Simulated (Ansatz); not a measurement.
**AlF2HO: vertical ionisation energy**

One table from this session's results is given with a row withheld; the runs are named, their logs left out.

Computed with Ansatz 0.2.0, Gaussian basis. Level: unrestricted cation, the program's frozen cores in correlated methods.

The runs, in order: UKS PBE-D4/def2-TZVPP; UKS r2SCAN-D4/def2-TZVPP; UKS PBE0-D4/def2-TZVPP; UKS B3LYP-D4/def2-TZVPP; UKS wB97X-V/def2-TZVPP; UKS wB97M-V/def2-TZVPP; UKS B2PLYP/def2-TZVPP; UHF-CCSD(T)/def2-TZVPP; UHF-CCSD(T)/def2-QZVPP; extrapolation to the limit; then −ε(HOMO) from the neutral's earlier runs with LDA (SPW92), PBE-D4, revPBE-D4, BLYP-D4, r2SCAN-D4, B97M-V, PBE0-D4, B3LYP-D4, r2SCANh-D4, r2SCAN0-D4, HSE06-D4, BHLYP-D4, CAM-B3LYP-D4, LC-ωPBE, ωB97X-V, ωB97M-V.

## The relaxed structure

An earlier PBE0-D4 in a triple-zeta def2 set relaxation fixed the geometry.

SMILES `[OH][Al]([F])[F]`, 5 atoms, charge 0, spin multiplicity 1.

Atoms are counted from 1 here; the program's logs count them from 0.

Bond lengths: O1–Al2 1.674 Å, O1–H5 0.955 Å, Al2–F3 1.633 Å, Al2–F4 1.638 Å. Angles: Al2–O1–H5 123.7°, O1–Al2–F3 119.0°, O1–Al2–F4 122.4°, F3–Al2–F4 118.6°.

As a file:

```mol
AlF2HO
  3D, bonds by distance, orders not assigned

  5  4  0  0  0  0  0  0  0  0999 V2000
    0.0045    1.2270    0.0024 O   0  0
    0.1857   -0.4352    0.0921 Al  0  0
    1.4874   -1.0506    0.8626 F   0  0
   -0.8979   -1.4718   -0.5667 F   0  0
   -0.7299    1.6571   -0.4318 H   0  0
  1  2  8  0
  2  3  8  0
  2  4  8  0
  1  5  8  0
M  END
```

The first run:

The input, in.yaml:

```yaml
crystal:
  periodic: [false, false, false]
  atoms:
    - {symbol: O, position_ang: [0.004546, 1.227001, 0.002435]}
    - {symbol: Al, position_ang: [0.185689, -0.435246, 0.092061]}
    - {symbol: F, position_ang: [1.487426, -1.050604, 0.862617]}
    - {symbol: F, position_ang: [-0.897938, -1.471808, -0.566696]}
    - {symbol: H, position_ang: [-0.729923, 1.657057, -0.431816]}
basis:
  gaussian: {orbitals: def2-TZVPP}
total_charge: 1
magnetization: {spin_polarized: true, initial_magnetization: 1}
hamiltonian: {xc: pbe, dispersion: d4}
```

Run with:

```sh
$ ansatz run in.yaml --threads 2 --pin off --events-out ev --progress --plain --max-ram 22528MiB --backend cpu
```

Steps of the session up to this table: Cation, UKS PBE-D4/def2-TZVPP; Cation, UKS r2SCAN-D4/def2-TZVPP; Cation, UKS PBE0-D4/def2-TZVPP; Cation, UKS B3LYP-D4/def2-TZVPP; Cation, UKS wB97X-V/def2-TZVPP; Cation, UKS wB97M-V/def2-TZVPP; Cation, UKS B2PLYP (frozen core)/def2-TZVPP; Cation, UHF-CCSD(T)/def2-TZVPP; Cation, UHF-CCSD(T)/def2-QZVPP.

One of the session's tables, all rows but one given; the rest of the session is left out.

For comparison, −ε(HOMO) of the neutral from earlier runs:

```
  functional  −ε(HOMO) (eV)
 LDA (SPW92)           8.45
      PBE-D4           8.20
   revPBE-D4           8.11
     BLYP-D4           8.11
   r2SCAN-D4           8.59
      B97M-V           8.62
     PBE0-D4           9.95
    B3LYP-D4           9.67
  r2SCANh-D4           9.24
  r2SCAN0-D4          10.23
    HSE06-D4           9.53
    BHLYP-D4              ?
CAM-B3LYP-D4          11.51
     LC-ωPBE          12.92
     ωB97X-V          12.52
     ωB97M-V          12.45
```

Q: Estimate the row for BHLYP-D4 from the others.

Worked estimate for «−ε(HOMO) (eV)». Against the share of exact exchange, BLYP-D4 (0, 8.11), B3LYP-D4 (0.2, 9.67) give a slope of 7.80 per unit share; at 0.5 the line stands at 12.01.

**Answer.** −ε(HOMO) (eV): 11.64. In «−ε(HOMO) (eV)» the line misses by +0.37.

To keep in mind: The cation may have settled in a state other than its lowest; no search over hole states beyond the program's own was made.
